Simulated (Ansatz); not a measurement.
Born–Oppenheimer molecular dynamics of a periodic cell of 23 atoms, W$_{9}$C$_{8}$F$_{6}$ (surface WC(001), adsorbate WF6, incident energy 5 eV, 0° from the normal). It starts from an unrelaxed structure (largest force component 5.91 eV/Å).

These are results of Ansatz 0.2.0, DFT PBE-D3(BJ), scalar-relativistic, plane waves, PAW, not measurements. Settings: PAW set soft_1, cutoff 420 eV, k mesh 4x4x1, fermi-dirac smearing 0.1 eV, no spin polarisation.

* ensemble: NVE (velocity Verlet)
* time step: 1 fs
* steps asked: 210
* starting velocities: zero, but for any typed in the input
* atoms held: 1, 5, 9, 13
* seed: 508700

Frames 1 fs apart, positions in Å.

Velocities at 120 fs (Å/ps):

```
W 0.00 0.00 0.00
C 0.02 -0.01 -12.78
W -0.02 -0.07 -0.01
C -0.32 0.18 12.73
W 0.00 0.00 0.00
C 0.00 0.02 -12.72
W -0.03 0.03 0.03
C -0.06 -0.41 12.48
W 0.00 0.00 0.00
C -0.02 -0.01 -12.73
W 0.01 -0.01 -0.26
C 0.32 0.24 12.55
W 0.00 0.00 0.00
C 0.00 0.00 -12.45
W 0.04 0.06 0.00
C 0.03 0.00 12.16
W 0.00 0.00 -17.95
F 0.05 -0.03 -19.06
F -2.71 -0.46 -18.63
F 5.11 -1.08 -18.68
F 2.70 0.49 -18.63
F -5.12 1.08 -18.69
F 0.01 0.00 -16.23
```

```xyz
23
Lattice="5.6695 0.0000 0.0000 -2.8347 4.9099 0.0000 0.0000 0.0000 19.1793" Properties=species:S:1:pos:R:3 time_fs=120 energy_less_start_eV=-0.919 T=2409
W 0.000 0.000 1.000
C 1.416 0.819 2.299
W 0.000 -0.001 4.022
C 1.416 0.819 4.985
W -1.417 2.455 1.000
C 0.000 3.272 2.300
W -1.418 2.455 4.022
C 0.000 3.274 4.988
W 2.835 0.000 1.000
C 4.253 0.819 2.300
W 2.835 0.000 4.018
C 4.252 0.818 4.987
W 1.417 2.455 1.000
C 2.835 3.273 2.304
W 1.418 2.455 4.022
C 2.835 3.273 4.995
W 2.729 0.107 9.124
F 2.730 0.106 7.257
F 4.548 0.405 9.117
F 2.475 1.938 9.123
F 0.910 -0.190 9.118
F 2.982 -1.724 9.123
F 2.729 0.107 11.015
23
Lattice="5.6695 0.0000 0.0000 -2.8347 4.9099 0.0000 0.0000 0.0000 19.1793" Properties=species:S:1:pos:R:3 time_fs=121 energy_less_start_eV=-1.097 T=2481
W 0.000 0.000 1.000
C 1.416 0.819 2.286
W 0.000 -0.001 4.022
C 1.416 0.819 4.999
W -1.417 2.455 1.000
C 0.000 3.272 2.288
W -1.418 2.455 4.022
C 0.000 3.274 5.003
W 2.835 0.000 1.000
C 4.253 0.819 2.288
W 2.835 0.000 4.017
C 4.252 0.818 5.002
W 1.417 2.455 1.000
C 2.835 3.273 2.292
W 1.418 2.456 4.022
C 2.835 3.273 5.009
W 2.729 0.107 9.106
F 2.730 0.106 7.238
F 4.545 0.405 9.099
F 2.480 1.937 9.105
F 0.913 -0.190 9.099
F 2.977 -1.723 9.104
F 2.729 0.107 10.998
23
Lattice="5.6695 0.0000 0.0000 -2.8347 4.9099 0.0000 0.0000 0.0000 19.1793" Properties=species:S:1:pos:R:3 time_fs=122 energy_less_start_eV=-1.295 T=2561
W 0.000 0.000 1.000
C 1.417 0.819 2.275
W 0.000 -0.001 4.021
C 1.416 0.819 5.017
W -1.417 2.455 1.000
C 0.000 3.272 2.277
W -1.418 2.455 4.022
C 0.000 3.273 5.020
W 2.835 0.000 1.000
C 4.253 0.819 2.276
W 2.835 0.000 4.016
C 4.253 0.818 5.019
W 1.417 2.455 1.000
C 2.835 3.273 2.281
W 1.418 2.456 4.021
C 2.835 3.273 5.026
W 2.729 0.107 9.088
F 2.730 0.106 7.220
F 4.541 0.404 9.080
F 2.485 1.936 9.086
F 0.916 -0.190 9.081
F 2.972 -1.722 9.086
F 2.729 0.107 10.981
23
Lattice="5.6695 0.0000 0.0000 -2.8347 4.9099 0.0000 0.0000 0.0000 19.1793" Properties=species:S:1:pos:R:3 time_fs=123 energy_less_start_eV=-1.490 T=2640
W 0.000 0.000 1.000
C 1.417 0.819 2.265
W 0.000 -0.001 4.021
C 1.415 0.819 5.037
W -1.417 2.455 1.000
C 0.000 3.272 2.267
W -1.418 2.455 4.021
C 0.000 3.273 5.040
W 2.835 0.000 1.000
C 4.253 0.819 2.266
W 2.835 0.000 4.016
C 4.253 0.819 5.039
W 1.417 2.455 1.000
C 2.835 3.273 2.271
W 1.418 2.456 4.021
C 2.835 3.273 5.046
W 2.729 0.107 9.070
F 2.730 0.106 7.202
F 4.537 0.404 9.062
F 2.490 1.935 9.067
F 0.920 -0.190 9.062
F 2.967 -1.721 9.067
F 2.729 0.107 10.964
23
Lattice="5.6695 0.0000 0.0000 -2.8347 4.9099 0.0000 0.0000 0.0000 19.1793" Properties=species:S:1:pos:R:3 time_fs=124 energy_less_start_eV=-1.662 T=2710
W 0.000 0.000 1.000
C 1.417 0.819 2.256
W 0.000 -0.001 4.020
C 1.415 0.820 5.060
W -1.417 2.455 1.000
C 0.000 3.272 2.258
W -1.418 2.455 4.020
C 0.000 3.273 5.062
W 2.835 0.000 1.000
C 4.253 0.819 2.258
W 2.835 0.000 4.014
C 4.253 0.819 5.062
W 1.417 2.455 1.000
C 2.835 3.273 2.262
W 1.418 2.456 4.020
C 2.835 3.273 5.068
W 2.729 0.107 9.052
F 2.730 0.106 7.184
F 4.533 0.404 9.043
F 2.495 1.935 9.049
F 0.924 -0.190 9.043
F 2.962 -1.720 9.048
F 2.729 0.107 10.946
23
Lattice="5.6695 0.0000 0.0000 -2.8347 4.9099 0.0000 0.0000 0.0000 19.1793" Properties=species:S:1:pos:R:3 time_fs=125 energy_less_start_eV=-1.792 T=2762
W 0.000 0.000 1.000
C 1.417 0.819 2.249
W 0.000 -0.001 4.019
C 1.415 0.820 5.084
W -1.417 2.455 1.000
C 0.000 3.272 2.251
W -1.418 2.455 4.019
C 0.000 3.272 5.087
W 2.835 0.000 1.000
C 4.253 0.819 2.250
W 2.835 0.000 4.013
C 4.253 0.819 5.086
W 1.417 2.455 1.000
C 2.835 3.273 2.255
W 1.418 2.456 4.019
C 2.835 3.273 5.092
W 2.729 0.107 9.034
F 2.730 0.106 7.167
F 4.529 0.405 9.024
F 2.500 1.934 9.030
F 0.928 -0.190 9.025
F 2.957 -1.720 9.030
F 2.729 0.107 10.928
23
Lattice="5.6695 0.0000 0.0000 -2.8347 4.9099 0.0000 0.0000 0.0000 19.1793" Properties=species:S:1:pos:R:3 time_fs=126 energy_less_start_eV=-1.867 T=2792
W 0.000 0.000 1.000
C 1.417 0.819 2.244
W 0.000 -0.001 4.017
C 1.415 0.820 5.109
W -1.417 2.455 1.000
C 0.000 3.272 2.245
W -1.418 2.455 4.018
C 0.000 3.272 5.112
W 2.835 0.000 1.000
C 4.253 0.819 2.245
W 2.835 0.000 4.011
C 4.254 0.819 5.111
W 1.417 2.455 1.000
C 2.835 3.273 2.250
W 1.418 2.456 4.017
C 2.835 3.273 5.118
W 2.729 0.107 9.017
F 2.730 0.106 7.151
F 4.525 0.405 9.006
F 2.505 1.934 9.011
F 0.933 -0.190 9.006
F 2.952 -1.720 9.011
F 2.729 0.107 10.910
23
Lattice="5.6695 0.0000 0.0000 -2.8347 4.9099 0.0000 0.0000 0.0000 19.1793" Properties=species:S:1:pos:R:3 time_fs=127 energy_less_start_eV=-1.881 T=2798
W 0.000 0.000 1.000
C 1.417 0.819 2.240
W 0.000 -0.001 4.016
C 1.414 0.820 5.135
W -1.417 2.455 1.000
C 0.000 3.273 2.241
W -1.418 2.455 4.016
C 0.000 3.272 5.138
W 2.835 0.000 1.000
C 4.253 0.819 2.241
W 2.835 0.000 4.010
C 4.254 0.819 5.137
W 1.417 2.455 1.000
C 2.835 3.273 2.246
W 1.418 2.456 4.016
C 2.835 3.273 5.144
W 2.729 0.107 8.999
F 2.730 0.106 7.135
F 4.520 0.405 8.987
F 2.510 1.934 8.993
F 0.937 -0.191 8.988
F 2.947 -1.720 8.992
F 2.729 0.107 10.891
23
Lattice="5.6695 0.0000 0.0000 -2.8347 4.9099 0.0000 0.0000 0.0000 19.1793" Properties=species:S:1:pos:R:3 time_fs=128 energy_less_start_eV=-1.834 T=2779
W 0.000 0.000 1.000
C 1.417 0.818 2.238
W 0.000 -0.001 4.014
C 1.414 0.820 5.161
W -1.417 2.455 1.000
C 0.000 3.273 2.239
W -1.418 2.455 4.015
C 0.000 3.272 5.164
W 2.835 0.000 1.000
C 4.253 0.819 2.239
W 2.835 0.000 4.008
C 4.254 0.819 5.163
W 1.417 2.455 1.000
C 2.835 3.273 2.244
W 1.418 2.456 4.014
C 2.835 3.273 5.170
W 2.729 0.107 8.981
F 2.730 0.106 7.119
F 4.516 0.406 8.969
F 2.514 1.934 8.974
F 0.942 -0.191 8.969
F 2.943 -1.720 8.974
F 2.729 0.107 10.872
```

Of the whole run (210 fs, mean temperature of the second half 2187 K): The conserved energy stayed within 0.48 meV per atom of its start (net change -0.37 meV per atom), so the integration is sound. A run of 0.21 ps of so small a system gives no equilibrium averages. Limits of this set-up: coarse k mesh, slab without dipole correction, a typed lattice constant that wasn't relaxed here.

The run took 72 min on 4 threads of Arm Neoverse N1, with other jobs on the host, peak memory 2 GiB.
